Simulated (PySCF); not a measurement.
# C4H2F6S: the cost of one run

The runs use PySCF 2.14.0, with density-fitted response routines of our own; the level of theory stands in each step. All values are computed, except where a source is named. Atoms are numbered from 0 throughout.

## 1. The starting structure

13 atoms, charge 0, multiplicity 1; geometry from: GFN2-xTB. The atoms were then displaced at random by about 0.01 Å, so the start is not that level's minimum.

Bonds of the start (Å): F0–C1 1.33, C1–F2 1.33, C1–F3 1.30, C1–C4 1.57, C4–F5 1.35, C4–F6 1.34, C4–C7 1.54, C7–F8 1.38, C7–C9 1.47, C9–S10 1.81, S10–C7 1.77, C9–H11 1.08, C9–H12 1.11.

## 2. Relaxing the molecule at PBE0-D3(BJ)/def2-SVP

Job settings and geometry (Å):

```
{"job": {"xc": "PBE0", "basis": "def2-SVP", "d3": "d3bj", "grid": 1, "shake": 0.01, "kind": "geom"}, "charge": 0, "multiplicity": 1}
F     -1.114190     1.413220     0.703200
C     -1.645020     0.358440     0.082960
F     -2.237920    -0.401370     0.993730
F     -2.543810     0.784890    -0.758960
C     -0.506890    -0.401260    -0.679120
F     -0.195640     0.326540    -1.771960
F     -0.982400    -1.576680    -1.099870
C      0.746190    -0.567660     0.203120
F      0.374310    -1.079220     1.433420
C      1.831650     0.416320     0.195730
S      2.229040    -1.191800    -0.525600
H      2.308980     0.641170     1.142470
H      1.741530     1.260510    -0.513220
```

The run is started by

```
> OMP_NUM_THREADS=1 python probes_run.py task.json out
```

One launch serves the whole session: the jobs run in the order shown.

**Question.** How long does this first job take on 1 thread of Arm Neoverse V2, shared host, and how much memory does it need?

About 1.8 min, with a peak of 0.8 GiB.
